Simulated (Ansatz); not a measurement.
# H8N2Si2Sn: geometry optimisation

Aim: relax H8N2Si2Sn from a cheap starting geometry.

Program: Ansatz 0.2.0, Gaussian basis. Level of theory: RKS PBE0-D4/def2-TZVP. These are calculated values, not measurements.

Plan: relaxation at PBE0-D4/def2-TZVP.

1 further run of the same task is left out (set aside as unsound or not needed).

## 1. The system as given

13 atoms, charge 0, spin multiplicity 1.

Atoms are counted from 1 here; the program's logs count them from 0.

Bond lengths: N1–Sn2 2.039 Å, N1–H6 1.012 Å, N1–H7 1.012 Å, Sn2–N3 2.135 Å, N3–Si4 1.733 Å, N3–Si5 1.733 Å, Si4–H8 1.464 Å, Si4–H9 1.465 Å, Si4–H10 1.466 Å, Si5–H11 1.464 Å, Si5–H12 1.463 Å, Si5–H13 1.479 Å. Angles: Sn2–N1–H6 125.3°, Sn2–N1–H7 126.6°, H6–N1–H7 108.0°, N1–Sn2–N3 98.7°, Sn2–N3–Si4 127.3°, Sn2–N3–Si5 115.9°, Si4–N3–Si5 116.8°, N3–Si4–H8 107.9°, N3–Si4–H9 109.5°, N3–Si4–H10 110.4°, H8–Si4–H9 109.2°, H8–Si4–H10 110.5°, H9–Si4–H10 109.4°, N3–Si5–H11 110.9°, N3–Si5–H12 110.9°, N3–Si5–H13 106.2°, H11–Si5–H12 109.8°, H11–Si5–H13 109.2° and more.

The start is a GFN2-xTB geometry. Sn takes the def2 core potential; no spin-orbit term is included.

## 2. Optimising with PBE0-D4/def2-TZVP

in.yaml reads:

```yaml
crystal:
  periodic: [false, false, false]
  atoms:
    - {symbol: N, position_ang: [-0.592560, 0.107760, -2.745120]}
    - {symbol: Sn, position_ang: [-1.795990, 0.221110, -1.102930]}
    - {symbol: N, position_ang: [-0.304520, -0.017940, 0.405910]}
    - {symbol: Si, position_ang: [1.263860, -0.732870, 0.228310]}
    - {symbol: Si, position_ang: [-0.690930, 0.639770, 1.962300]}
    - {symbol: H, position_ang: [0.409290, -0.033980, -2.728160]}
    - {symbol: H, position_ang: [-0.887010, 0.146770, -3.712190]}
    - {symbol: H, position_ang: [1.250780, -1.549370, -0.986980]}
    - {symbol: H, position_ang: [1.543010, -1.590780, 1.382060]}
    - {symbol: H, position_ang: [2.292110, 0.308660, 0.136200]}
    - {symbol: H, position_ang: [0.191720, 1.760640, 2.289860]}
    - {symbol: H, position_ang: [-0.595230, -0.387050, 3.000260]}
    - {symbol: H, position_ang: [-2.084540, 1.127300, 1.870480]}
basis:
  gaussian: {orbitals: def2-TZVP}
hamiltonian: {xc: pbe0, dispersion: d4}
relax: {f_tol: 0.005, max_steps: 150}
```

Launch:

```
> ansatz run in.yaml --threads 2 --pin off --events-out ev --progress --plain --max-ram 32768MiB --backend cuda --devices 0, --max-vram 18GiB
```

Before running them: what should the planned runs give, taken together? Wanted: point group; shift from the start; total energy; dispersion term; dipole moment.

The runs gave:

```
                  quantity           value
               point group              C1
                     steps              20
shift from the start (rms)         0.452 Å
              total energy  -24691.0199 eV
           dispersion term        -360 meV
             dipole moment          1.99 D
```

In words: The atoms moved 0.45 Å (rms) from the start; the bond that changed most is Sn2–N3, from 2.135 to 2.082 Å. No vibrations were run, so it is not proven to be a minimum. The largest Mulliken charge, -0.80 e, sits on N1.
